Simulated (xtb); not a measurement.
# CH6N2Si (SMILES [H]/N=C/[SiH2]N) at GFN1-xTB

Aim: the energy of CH6N2Si. 

Program for the calculation: xtb 6.7.1.

## (1) The system as given

CH6N2Si has 10 atoms, charge 0, and is taken as a singlet. As SMILES, `[H]/N=C/[SiH2]N`. The shape is that of a GFN2-xTB optimisation. This is one conformer, not always the lowest.

Bond lengths: N1–C2 1.259 Å, C2–Si3 1.907 Å, Si3–N4 1.720 Å, N1–H5 1.022 Å, C2–H6 1.103 Å, Si3–H7 1.464 Å, Si3–H8 1.464 Å, N4–H9 1.008 Å, N4–H10 1.009 Å. Some angles: N1–C2–Si3 119.2°, C2–Si3–N4 115.2°, N1–C2–H6 122.4°, Si3–C2–H6 118.5°, C2–N1–H5 116.2°, C2–Si3–H7 107.3°, C2–Si3–H8 107.7°, N4–Si3–H7 106.9°, N4–Si3–H8 107.0°, Si3–N4–H9 117.3°.

## (2) The energy at GFN1-xTB

Input file .CHRG:

```
0
```

Input file .UHF:

```
0
```

Input file xtb.inp:

```
$scc
   guess=gasteiger
$end
```

Input file input.xyz:

```xyz
10

N     -0.32054     0.34301    -1.78110
C     -0.96064    -0.17254    -0.82743
Si    -0.13279    -0.30024     0.88542
N      1.46394     0.33265     0.97752
H     -0.80733     0.39043    -2.67865
H     -1.98885    -0.55298    -0.94418
H     -0.04692    -1.72287     1.22168
H     -0.95005     0.46192     1.83172
H      2.17069    -0.11226     0.41224
H      1.57251     1.33289     0.90277
```

Launch:

```console
xtb input.xyz -I xtb.inp --scc --gfn 1 | tee out.txt
```

Q: Predict the results. Wanted: total energy; dipole moment; HOMO energy; LUMO energy; HOMO–LUMO gap; dispersion energy.

Computed results:

At GFN1-xTB:

| quantity | value |
| --- | --- |
| total energy | -13.59991 Eh |
| dipole moment | 1.89 D |
| HOMO energy | -10.71 eV |
| LUMO energy | -7.53 eV |
| HOMO–LUMO gap | 3.17 eV |
| dispersion energy | -7.96 kJ/mol |
